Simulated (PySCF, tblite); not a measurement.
# C₅H₆O₂SSe: excited states

What do calculations give for the excited states of C₅H₆O₂SSe (`CS(=O)(=O)c1ccc[se]1`)?

Computed with tblite 0.8.0 and PySCF 2.14.0 and routines of our own; the level stands in each step. Atoms count from 0.

### Step 1. The starting structure

15 atoms, charge 0, multiplicity 1; geometry from: force field or distance geometry start.

### Step 2. Geometry optimisation with GFN2-xTB

The job: settings as JSON, then the geometry in Å.

```
{"job": {"kind": "relax", "xc": "GFN2-xTB", "basis": "xTB"}, "charge": 0, "multiplicity": 1}
C     -2.373000     0.797400     0.352300
S     -1.553900    -0.694300    -0.186900
O     -2.120500    -1.056400    -1.510500
O     -1.740700    -1.797400     0.795000
C      0.129700    -0.230400    -0.323800
C      1.185000    -0.732600     0.322300
C      2.434200    -0.284700     0.116600
C      2.696900     0.710400    -0.767000
Se     0.825800     1.074400    -1.442000
H     -2.000600     1.598900    -0.327600
H     -3.469700     0.721200     0.308700
H     -1.983800     1.047200     1.363700
H      1.003000    -1.565300     1.090000
H      3.311100    -0.731700     0.685300
H      3.652200     1.151200    -1.015000
```

On the command line:

```sh
OMP_NUM_THREADS=1 python excited_run.py task.json out
```

The driver reads the jobs from task.json and runs them one after another.

What it wrote:

```text
step      E/eV     max force
  0    -767.81015    5.496
  1    -768.42351    1.719
  2    -768.54924    1.178
  3    -768.66956    1.011
  4    -768.72643    0.742
  5    -768.77578    0.697
  6    -768.80546    0.615
  7    -768.82928    0.393
  8    -768.84433    0.311
  9    -768.85543    0.240
 10    -768.86325    0.297
 11    -768.86774    0.212
 12    -768.87036    0.203
 13    -768.87206    0.147
 14    -768.87355    0.117
 15    -768.87484    0.117
 16    -768.87596    0.118
 17    -768.87697    0.092
 18    -768.87792    0.082
 19    -768.87891    0.093
 20    -768.88002    0.098
 21    -768.88124    0.098
 22    -768.88257    0.092
 23    -768.88400    0.119
 24    -768.88545    0.104
 25    -768.88672    0.098
 26    -768.88763    0.092
 27    -768.88828    0.079
 28    -768.88891    0.069
 29    -768.88953    0.055
 30    -768.88997    0.046
 31    -768.89022    0.034
 32    -768.89042    0.039
 33    -768.89068    0.039
 34    -768.89101    0.052
 35    -768.89132    0.052
 36    -768.89155    0.044
 37    -768.89175    0.037
 38    -768.89200    0.042
 39    -768.89229    0.051
 40    -768.89256    0.042
 41    -768.89278    0.039
 42    -768.89301    0.043
 43    -768.89330    0.057
 44    -768.89366    0.054
 45    -768.89406    0.063
 46    -768.89449    0.070
 47    -768.89509    0.075
 48    -768.89613    0.092
 49    -768.89789    0.133
 50    -768.90061    0.171
 51    -768.90319    0.155
 52    -768.90514    0.293
 53    -768.90826    0.126
 54    -768.90961    0.116
 55    -768.91112    0.182
 56    -768.91254    0.147
 57    -768.91411    0.088
 58    -768.91508    0.081
 59    -768.91643    0.101
 60    -768.91799    0.142
 61    -768.91917    0.106
 62    -768.92080    0.090
 63    -768.92162    0.085
 64    -768.92265    0.107
 65    -768.92339    0.126
 66    -768.92401    0.069
 67    -768.92420    0.035
 68    -768.92428    0.021
 69    -768.92432    0.019
 70    -768.92440    0.016
 71    -768.92445    0.017
 72    -768.92448    0.020
 73    -768.92452    0.021
 74    -768.92458    0.028
 75    -768.92469    0.039
 76    -768.92484    0.039
 77    -768.92498    0.028
 78    -768.92510    0.028
 79    -768.92522    0.029
 80    -768.92543    0.037
 81    -768.92573    0.054
 82    -768.92606    0.058
 83    -768.92632    0.045
 84    -768.92655    0.049
 85    -768.92679    0.055
 86    -768.92710    0.043
 87    -768.92743    0.072
 88    -768.92771    0.044
 89    -768.92794    0.030
 90    -768.92807    0.039
 91    -768.92827    0.032
 92    -768.92866    0.025
 93    -768.92881    0.030
 94    -768.92889    0.026
 95    -768.92897    0.017
 96    -768.92900    0.042
 97    -768.92906    0.019
 98    -768.92912    0.013
 99    -768.92916    0.016
100    -768.92920    0.019
101    -768.92923    0.013
102    -768.92924    0.005
```

Wall time 0.75 s (1 thread of Arm Neoverse V2, shared host); peak memory 0.18 GiB.

The steps of the relaxation: (not every step is listed)

```
step  energy from step 0 (eV)  largest force (eV/Å)
   0                   0.0000                5.4962
   1                  -0.6134                1.7191
   2                  -0.7391                1.1778
   3                  -0.8594                1.0107
   4                  -0.9163                0.7425
   5                  -0.9656                0.6966
   6                  -0.9953                0.6147
   7                  -1.0191                0.3935
   8                  -1.0342                0.3109
  16                  -1.0658                0.1177
  24                  -1.0753                0.1039
  32                  -1.0803                0.0385
  40                  -1.0824                0.0424
  48                  -1.0860                0.0917
  56                  -1.1024                0.1473
  64                  -1.1125                0.1070
  72                  -1.1143                0.0195
  80                  -1.1153                0.0366
  88                  -1.1176                0.0441
  96                  -1.1188                0.0425
  97                  -1.1189                0.0189
  98                  -1.1190                0.0126
  99                  -1.1190                0.0163
 100                  -1.1191                0.0185
 101                  -1.1191                0.0128
 102                  -1.1191                0.0052
```

Distances of close pairs at the start and the end, largest changes first:

```
  bond  before (Å)  after (Å)  change (Å)
C7–Se8       2.022      1.858      -0.165
C5–H12       1.147      1.076      -0.071
 C5–C6       1.343      1.414      +0.071
C6–H13       1.137      1.077      -0.060
 S1–O3       1.489      1.434      -0.054
 S1–O2       1.485      1.441      -0.044
 C0–H9       1.115      1.082      -0.033
C0–H11       1.112      1.082      -0.030
```

The end geometry stands in the next job.

### Step 3. Infrared spectrum with GFN2-xTB

The job: settings as JSON, then the geometry in Å.

```
{"job": {"kind": "ir", "xc": "GFN2-xTB", "basis": "xTB"}, "charge": 0, "multiplicity": 1}
C     -2.279244     0.694757     0.561428
S     -1.531172    -0.610476    -0.451008
O     -1.867017    -0.367566    -1.830689
O     -1.858883    -1.881565     0.127324
C      0.206745    -0.305876    -0.361550
C      1.117673    -0.551582     0.617237
C      2.429414    -0.146184     0.279149
C      2.543068     0.417626    -0.954913
Se     0.926291     0.480453    -1.867282
H     -1.978735     1.651119     0.153163
H     -3.354180     0.576115     0.505412
H     -1.935554     0.569819     1.579878
H      0.857401    -1.021305     1.549660
H      3.264653    -0.279135     0.945454
H      3.455126     0.781792    -1.392141
```

What it wrote:

```text
mode    cm-1     km/mol
  1      33.4      3.53
  2      87.5      1.24
  3      94.5      8.48
  4     120.9      0.42
  5     223.7      2.18
  6     256.4      3.71
  7     284.3      4.87
  8     319.2      1.75
  9     374.8     13.05
 10     461.0     91.67
 11     468.6     61.85
 12     509.9      2.51
 13     537.4     67.60
 14     627.5     33.60
 15     702.4    173.64
 16     737.4     28.54
 17     763.2     12.35
 18     819.9      5.56
 19     840.4     69.10
 20     854.1      0.63
 21     857.5      8.38
 22     934.8     85.52
 23    1057.2      0.48
 24    1087.6     36.81
 25    1112.4    293.63
 26    1179.3     18.29
 27    1251.6    421.56
 28    1269.4     39.72
 29    1314.8      5.38
 30    1418.8     39.98
 31    1421.2     16.25
 32    1431.5     13.39
 33    1530.7     26.30
 34    3061.9      1.95
 35    3079.5      1.71
 36    3085.7      4.91
 37    3108.9      6.32
 38    3121.1      9.35
 39    3125.3      9.51
```

Wall time 0.63 s (1 thread of Arm Neoverse V2, shared host); peak memory 0.18 GiB.

Which atoms move in the most intense modes:

```
cm⁻¹  km/mol                                atoms
 461    91.7   C4 19 %, C0 18 %, O2 16 %, O3 16 %
 469    61.9  O2 24 %, O3 15 %, S1 15 %, Se8 11 %
 537    67.6  S1 24 %, C4 12 %, C5 12 %, Se8 11 %
 702   173.6                     C0 41 %, S1 35 %
 840    69.1          H10 44 %, C0 17 %, H11 17 %
 935    85.5                     C4 60 %, C5 11 %
1112   293.6            O2 36 %, O3 24 %, S1 23 %
1252   421.6            S1 44 %, O3 34 %, O2 21 %
```

### Step 4. Excited states: TDA BHandHLYP/def2-SVPD

The job, as its differences from that of step 3:

```diff
@@ -1,2 +1,2 @@
-{"job": {"kind": "ir", "xc": "GFN2-xTB", "basis": "xTB"}, "charge": 0, "multiplicity": 1}
+{"job": {"kind": "states", "xc": "BHandHLYP", "basis": "def2-SVPD", "tda": true, "soc": true, "nstates": 6, "ntriplets": 6, "nquad": 4}, "charge": 0, "multiplicity": 1}
 C     -2.279244     0.694757     0.561428
```

With the program's defaults for keys left out, this is: TDA BHandHLYP/def2-SVPD excited states, vertical, gas phase, spin-orbit mean-field couplings.

What it wrote:

```text
coarse grid: 64744 points
cycle   1  E = -3143.1390959571  dE =  1.639e+00  |g| = 1.061e+00  |ddm| = 7.371e+00
cycle   2  E = -3142.9012209291  dE =  2.379e-01  |g| = 1.570e+00  |ddm| = 3.454e+00
cycle   3  E = -3143.3654648711  dE = -4.642e-01  |g| = 1.190e-01  |ddm| = 2.294e+00
cycle   4  E = -3143.3674614966  dE = -1.997e-03  |g| = 8.310e-02  |ddm| = 4.226e-01
cycle   5  E = -3143.3692104689  dE = -1.749e-03  |g| = 1.677e-02  |ddm| = 2.066e-01
cycle   6  E = -3143.3692813304  dE = -7.086e-05  |g| = 4.134e-03  |ddm| = 3.970e-02
cycle   7  E = -3143.3692863881  dE = -5.058e-06  |g| = 1.170e-03  |ddm| = 1.175e-02
final grid: 135512 points
cycle   8  E = -3143.3693022183  dE = -1.720e-07  |g| = 1.367e-03  |ddm| = 8.973e-03
cycle   9  E = -3143.3693019803  dE =  2.380e-07  |g| = 1.690e-03  |ddm| = 7.422e-03
cycle  10  E = -3143.3693027509  dE = -7.707e-07  |g| = 1.569e-04  |ddm| = 4.097e-03
cycle  11  E = -3143.3693027577  dE = -6.774e-09  |g| = 5.845e-05  |ddm| = 4.027e-04
cycle  12  E = -3143.3693027603  dE = -2.594e-09  |g| = 2.848e-05  |ddm| = 3.121e-04
cycle  13  E = -3143.3693027606  dE = -2.460e-10  |g| = 8.651e-06  |ddm| = 9.281e-05
converged SCF energy = -3143.3693027606

Singlet excitations
state   eV       nm        f     d(h-e)  d(exc)  Lambda  PR(NTO)  |dmu|/D   mu/D   main configurations
  1   5.4686   226.7   0.13814   0.408   2.847   0.668   1.260    0.979    5.738   H->L 0.69, H-1->L 0.20
  2   5.6943   217.7   0.18143   0.142   2.801   0.718   1.244    0.325    5.406   H-1->L 0.69, H->L 0.19
  3   5.8075   213.5   0.00519   0.787   2.819   0.370   1.024    2.751    6.112   H->L+1 0.70, H->L+4 0.15
  4   6.2502   198.4   0.00221   1.576   3.199   0.333   1.013    4.033    6.950   H-1->L+1 0.75, H-1->L+4 0.13
  5   6.6241   187.2   0.00377   1.713   3.415   0.417   1.038                     H-2->L 0.91
  6   7.0255   176.5   0.01071   0.620   3.863   0.341   1.070                     H->L+2 0.65, H->L+1 0.15, H->L+4 0.13

Triplet excitations (Tamm-Dancoff)
state   eV     d(h-e)  d(exc)  Lambda  PR(NTO)   main configurations
  1   3.4288   0.212   2.539   0.754   1.096   H-1->L 0.90
  2   3.9966   0.319   2.729   0.668   1.033   H->L 0.93
  3   5.3661   0.633   2.675   0.363   1.020   H->L+1 0.64, H->L+4 0.18
  4   5.8242   0.384   2.454   0.528   1.525   H-1->L+6 0.28, H-1->L+5 0.27, H-7->L 0.14
  5   5.9618   1.435   3.067   0.340   1.049   H-1->L+1 0.67, H-1->L+4 0.16
  6   6.3340   1.487   3.297   0.422   1.085   H-2->L 0.84
S1 - T1 = 2.0398 eV

Spin-orbit couplings |<S|Hso|T>| (cm-1)
             T1       T2       T3       T4       T5       T6
S0        7.541    1.401  643.629   22.019   37.008  228.352
S1        9.485   14.483  274.216   44.229  128.055  270.162
S2       13.091    9.624  177.654   25.074  180.502  141.435
S3       53.516  210.986   30.477   18.369   38.572   24.277
S4      203.324   58.382   16.715    7.631    8.250    4.628
S5       46.202  252.945   23.819   89.155   15.491   15.853
S6        7.012   42.867   53.205   18.685    5.259   24.042
T1 sublevels (cm-1): 0.000 0.045 0.480   radiative rates (1/s): 0.163 30 57.1
```

It took 91 s on 1 thread of Arm Neoverse V2, shared host; peak memory 1.2 GiB.

In short:

```
  quantity    value
S1 less T1  2.04 eV
```

### Step 5. Excited states: TDDFT BHandHLYP/def2-SVPD

The job, as its differences from that of step 4:

```diff
@@ -1,2 +1,2 @@
-{"job": {"kind": "states", "xc": "BHandHLYP", "basis": "def2-SVPD", "tda": true, "soc": true, "nstates": 6, "ntriplets": 6, "nquad": 4}, "charge": 0, "multiplicity": 1}
+{"job": {"kind": "states", "xc": "BHandHLYP", "basis": "def2-SVPD", "tpa": true, "nstates": 6, "nquad": 5, "ntriplets": 0}, "charge": 0, "multiplicity": 1}
 C     -2.279244     0.694757     0.561428
```

Level: TDDFT BHandHLYP/def2-SVPD excited states, vertical, gas phase, two-photon moments by quadratic response.

What it wrote:

```text
coarse grid: 64744 points
cycle   1  E = -3143.1390959571  dE =  1.639e+00  |g| = 1.061e+00  |ddm| = 7.371e+00
cycle   2  E = -3142.9012209291  dE =  2.379e-01  |g| = 1.570e+00  |ddm| = 3.454e+00
cycle   3  E = -3143.3654648711  dE = -4.642e-01  |g| = 1.190e-01  |ddm| = 2.294e+00
cycle   4  E = -3143.3674614966  dE = -1.997e-03  |g| = 8.310e-02  |ddm| = 4.226e-01
cycle   5  E = -3143.3692104689  dE = -1.749e-03  |g| = 1.677e-02  |ddm| = 2.066e-01
cycle   6  E = -3143.3692813304  dE = -7.086e-05  |g| = 4.134e-03  |ddm| = 3.970e-02
cycle   7  E = -3143.3692863881  dE = -5.058e-06  |g| = 1.170e-03  |ddm| = 1.175e-02
final grid: 135512 points
cycle   8  E = -3143.3693022183  dE = -1.720e-07  |g| = 1.367e-03  |ddm| = 8.973e-03
cycle   9  E = -3143.3693019803  dE =  2.380e-07  |g| = 1.690e-03  |ddm| = 7.422e-03
cycle  10  E = -3143.3693027509  dE = -7.707e-07  |g| = 1.569e-04  |ddm| = 4.097e-03
cycle  11  E = -3143.3693027577  dE = -6.774e-09  |g| = 5.845e-05  |ddm| = 4.027e-04
cycle  12  E = -3143.3693027603  dE = -2.594e-09  |g| = 2.848e-05  |ddm| = 3.121e-04
cycle  13  E = -3143.3693027606  dE = -2.460e-10  |g| = 8.651e-06  |ddm| = 9.281e-05
converged SCF energy = -3143.3693027606

Singlet excitations
state   eV       nm        f     d(h-e)  d(exc)  Lambda  PR(NTO)  |dmu|/D   mu/D   delta(TPA)   sigma/GM   main configurations
  1   5.2876   234.5   0.11266   0.366   2.815   0.676   1.283    1.035    5.832       33.02      0.338   H->L 0.61, H-1->L 0.32
  2   5.4306   228.3   0.14306   0.087   2.776   0.705   1.274    0.277    5.356        5.21      0.056   H-1->L 0.62, H->L 0.32
  3   5.7819   214.4   0.00190   0.808   2.824   0.365   1.008    2.748    6.148        7.81      0.096   H->L+1 0.71, H->L+4 0.15
  4   6.2248   199.2   0.00196   1.577   3.196   0.333   1.013    3.996    6.946        2.49      0.035   H-1->L+1 0.74, H-1->L+4 0.13
  5   6.5982   187.9   0.00308   1.706   3.409   0.417   1.041    5.210    4.394        5.39      0.086   H-2->L 0.91
  6   7.0180   176.7   0.01004   0.635   3.865   0.342   1.084                                            H->L+2 0.64, H->L+1 0.15, H->L+4 0.13
```

It took 1.7 min on 1 thread of Arm Neoverse V2, shared host; peak memory 1.2 GiB.

### Step 6. Outcome

```
                                    quantity                  value
   strongest single infrared mode (GFN2-xTB)  1252 cm⁻¹, 422 km/mol
                zero-point energy (GFN2-xTB)          62.3 kcal/mol
S1 less T1 (step 4, TDA BHandHLYP/def2-SVPD)                2.04 eV
```

In words: All 39 modes are real, so the xTB geometry is a minimum. The strongest single mode, at 1252 cm⁻¹, moves mainly S1 and O3. Unscaled tight-binding wavenumbers are off by several per cent, some by more. Its intensities can rank the bands wrongly. Scalar relativity is left out for the heavy atoms. In step 4, the number of triplets below S1 is 3, and the largest singlet-triplet spin-orbit coupling is S0–T3, 643.63 cm⁻¹. Steps that list no spin-orbit terms leave them out, which matters at and beside the heavy atoms.
